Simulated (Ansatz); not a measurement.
# AlCl2HO: the cost of one run

Program: the Python package of Ansatz 0.2.0. Level of theory: PBE/6-31G*. These are calculated values, not measurements.

## Step 1: The system

Bond lengths: O1–Al2 1.792 Å, Al2–Cl3 2.183 Å, Al2–Cl4 2.165 Å, O1–H5 0.992 Å. Angles: O1–Al2–Cl3 118.8°, O1–Al2–Cl4 121.9°, Cl3–Al2–Cl4 119.3°, Al2–O1–H5 107.2°.

No structure file is read: the coordinates are typed or built in the script.

## Step 2: The code

The input, bend.py:

```python
"""Bending curve of AlCl2HO."""

import ansatz as az
from ase import Atoms

atoms = Atoms(["O", "Al", "Cl", "Cl", "H"], positions=[
    (-0.1954, 1.396, 0.352),
    (-0.1352, -0.3738, 0.0748),
    (1.1911, -1.5867, 1.314),
    (-1.2639, -1.3227, -1.5106),
    (0.4533, 1.8135, -0.2716),
])

# relax first, so that the scan starts from a minimum
first = az.Crystal.molecule_from_ase(atoms).calculation()
first = first.basis(gaussian="6-31G*")
first = first.functional("pbe")
first = first.relax(force_tolerance=0.02, max_steps=80)
atoms.positions = first.run().report["positions_ang"]

rows = []
for angle in [85, 95, 105, 115, 125, 140, 160]:
    bent = atoms.copy()
    bent.set_angle(1, 0, 4, angle, indices=[4])
    setup = (
        az.Crystal.molecule_from_ase(bent).calculation()
        .basis(gaussian="6-31G*")
        .functional("pbe")
    )
    rows.append((angle, setup.run().report["free_energy_ev"]))
floor = min(e for _, e in rows)
for angle, e in rows:
    print(f"angle Al1-O0-H4 = {angle:3d} deg   {1000 * (e - floor):9.1f} meV")
```

## Step 3: Running it

The run is started by

```console
> python bend.py
```

Q: Estimate wall time and peak memory on 1 thread of Arm Neoverse V1, shared host.

About 34 s, with a peak of 0.21 GiB.
